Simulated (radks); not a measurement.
**The Coulomb parameter U of the 4f shell of Sm²⁺**

One table from this session's results is given with a row withheld; the runs are named, their logs left out.

Program: radks (a radial shooting solver on a logarithmic mesh, Libxc functionals) version 1. Level of theory: Dirac Kohn-Sham, PBE, spin-unpolarised, spherical densities, point nucleus; open shells are shared between the two j in proportion to 2j + 1. These are calculated values, not measurements, unless marked.

### The system

- element: samarium (Z = 62)
- charge: +2
- electrons: 60
- configuration: [Xe] 4f5 5d1

The outer shells:

Sm²⁺
```
[Xe] core
4f [↑ ][↑ ][↑ ][↑ ][↑ ][  ][  ]
5d [↑ ][  ][  ][  ][  ]
```

Set-up of the first run:

The run's settings:

```text
Z 62
configuration [Xe] 4f5 5d1
relativity Dirac
functional pbe,pbe
spin unpolarised
j_filling average
nucleus point
c 137.035999084
```

Among the steps run: Start: [Xe] 4f5 5d1.

One table of the session follows, with a row left open; its other results are not shown here.

It belongs to the step «Start: [Xe] 4f5 5d1». Sizes of the orbitals, from the radial functions (bohr):

| level | <r> | outermost maximum (interpolated) | 90 % within | nodes |
| --- | --- | --- | --- | --- |
| 4d5/2 | ? | ? | ? | ? |
| 5s1/2 | 1.386 | 1.25 | 1.99 | 4 |
| 5p1/2 | 1.549 | 1.36 | 2.26 | 3 |
| 5p3/2 | 1.636 | 1.43 | 2.39 | 3 |
| 4f5/2 | 0.9123 | 0.603 | 1.56 | 0 |
| 4f7/2 | 0.9238 | 0.607 | 1.58 | 0 |
| 5d3/2 | 2.388 | 1.91 | 3.67 | 2 |
| 5d5/2 | 2.432 | 1.95 | 3.73 | 2 |

Estimate the missing values for 4d5/2.

**Answer.** <r>: 0.6718; outermost maximum (interpolated): 0.590; 90 % within: 1.01; nodes: 1. In the column «<r>» it is the lowest.
